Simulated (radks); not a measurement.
**Excited configurations of Ta²⁺**

One table from this session's results is given with a row withheld; the runs are named, their logs left out.

The numbers are computed with radks (a radial shooting solver on a logarithmic mesh, Libxc functionals) version 1 (Dirac Kohn-Sham, PBEsol, spin-unpolarised, spherical densities, point nucleus; open shells fill j = l - 1/2 first), except any that are marked as measured or tabulated.

### The atom as given

```
element       : tantalum (Z = 73)
charge        : +2
electrons     : 71
configuration : [Xe] 4f14 5d3
```

Set-up of the first run:

Input:

```text
Z 73
configuration [Xe] 4f14 5d3
relativity Dirac
functional pbe_sol,pbe_sol
spin unpolarised
j_filling energy
nucleus point
c 137.035999084
```

Steps of the session up to this table: Ground configuration: [Xe] 4f14 5d3.

One of the session's tables, all rows but one given; the rest of the session is left out.

From the orbitals of this run (lengths in bohr):

| level | <r> | outermost maximum (interpolated) | 90 % within | nodes |
| --- | --- | --- | --- | --- |
| 4d5/2 | 0.5281 | 0.466 | 0.793 | 1 |
| 5s1/2 | 1.102 | 0.989 | 1.59 | 4 |
| 5p1/2 | ? | ? | ? | ? |
| 5p3/2 | 1.326 | 1.15 | 1.94 | 3 |
| 4f5/2 | 0.6340 | 0.438 | 1.06 | 0 |
| 4f7/2 | 0.6450 | 0.444 | 1.08 | 0 |
| 5d3/2 | 1.956 | 1.53 | 3.04 | 2 |
| 5d5/2 | 2.016 | 1.58 | 3.13 | 2 |

Estimate the missing values for 5p1/2.

The run gave: <r>: 1.220; outermost maximum (interpolated): 1.07; 90 % within: 1.79; nodes: 3. In the column «<r>» it lies between 5s1/2 (1.102) and 5p3/2 (1.326).

Caveats from the session: Spin polarisation and multiplet splitting are left out, so open shells lie too high by an amount that depends on their filling.
